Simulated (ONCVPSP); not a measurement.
**Gallium: generating and testing an ONCV potential**

Task: generate the file, and judge it by its errors in other configurations, its logarithmic derivatives, its ghosts and its cutoff.

Method: ONCVPSP 4.0.1, PBEsol, scalar-relativistic.

1 further run of the same task is left out (set aside as unsound or not needed).

**1. The design**

Typed settings, in words:

* element: gallium (Ga, Z = 31)
* type: optimised norm-conserving Vanderbilt (ONCV)
* frozen core: [Ar]
* valence charge: 13
* reference configuration: 3d10 4s2 4p1
* partial waves: 4s: rc 2.05 bohr, ncon 3, nbas 8, qcut 4 1/bohr, 1 projector; 4p: rc 3.16 bohr, ncon 4, nbas 9, qcut 4 1/bohr, 2 projectors, debl 2.9 Ha; 3d: rc 1.35 bohr, ncon 5, nbas 10, qcut 13.2 1/bohr, local
* local potential: the d channel
* core correction: polynomial model core, fcfact 0.5

**2. Generation**

Input file Ga.dat:

```
# ATOM AND REFERENCE CONFIGURATION
# atsym  z   nc   nv     iexc    psfile
  Ga 31.00    5    3  -116133      upf
#
#   n    l    f
    1    0    2.00
    2    0    2.00
    2    1    6.00
    3    0    2.00
    3    1    6.00
    3    2   10.00
    4    0    2.00
    4    1    1.00
#
# PSEUDOPOTENTIAL AND OPTIMIZATION
# lmax
    2
#
#   l,   rc,      ep,       ncon, nbas, qcut
    0    2.05    0.00    3    8    4.00
    1    3.16    0.00    4    9    4.00
    2    1.35    0.00    5   10   13.20
#
# LOCAL POTENTIAL
# lloc, lpopt,  rc(5),   dvloc0
    2    5    1.35    0.00
#
# VANDERBILT-KLEINMAN-BYLANDER PROJECTORs
# l, nproj, debl
    0    1    2.60
    1    2    2.90
    2    0    1.70
#
# MODEL CORE CHARGE
# icmod, fcfact, rcfact
    1    0.50    0.00
#
# LOG DERIVATIVE ANALYSIS
# epsh1, epsh2, depsh
   -2.00    5.00    0.02
#
# OUTPUT GRID
# rlmax, drl
    6.00    0.01
#
# TEST CONFIGURATIONS
# ncnf
    4
# nvcnf
#   n    l    f
    3
    3    2   10.00
    4    0    2.00
    4    1    0.00
#
    3
    3    2   10.00
    4    0    1.00
    4    1    0.00
#
    3
    3    2   10.00
    4    0    0.00
    4    1    0.00
#
    3
    3    2   10.00
    4    0    2.00
    4    1    0.50
#
```

Started as:

```
$ oncvpsp.x < Ga.dat > Ga.out
```

What does the calculation give? Wanted: cutoffs for 1 and 0.1 mHa per electron, occupied waves; bound ghosts; GHOST(+) flags; largest test error; largest phase difference near zero energy, channels read; rms error of d²Exc/dn², without and with the model core.

As calculated:

```
                                                quantity                                        value
  cutoffs for 1 and 0.1 mHa per electron, occupied waves                              68 Ha and 76 Ha
                                            bound ghosts                              s at -288.12 eV
                                          GHOST(+) flags                                   p at 17 eV
                            largest test error (AE − PS)  -26 meV, for 3d10 4s1 4p0 (1 test unsolved)
largest phase difference near zero energy, channels read                                    0.043 rad
 rms error of d²Exc/dn², without and with the model core                            5.77 and 1.23 mHa
```

In words: A bound ghost (s) makes it unfit for use: electrons can fall into a state that the atom doesn't have. By total energies transferability is fair where solved: the largest error is 26 meV on 26.8 eV, for 3d10 4s1 4p0. Of the tests 1 gave no usable energy difference, which is a warning in itself. It counts as very hard, with 68 Ha needed at the looser tolerance. At the looser tolerance the 3d wave is the slowest; 4s needs 6 Ha. Of the channels read, d scatters worst near zero energy, by up to 0.04 rad. The pseudo curves have a pole with no partner nearby in the atom's: p at 0.62 Ha. At positive energy that is a spurious or a displaced resonance. The program also flags highly localised states, GHOST(+) (p). These are tests on the free atom; a crystal test is still owed.
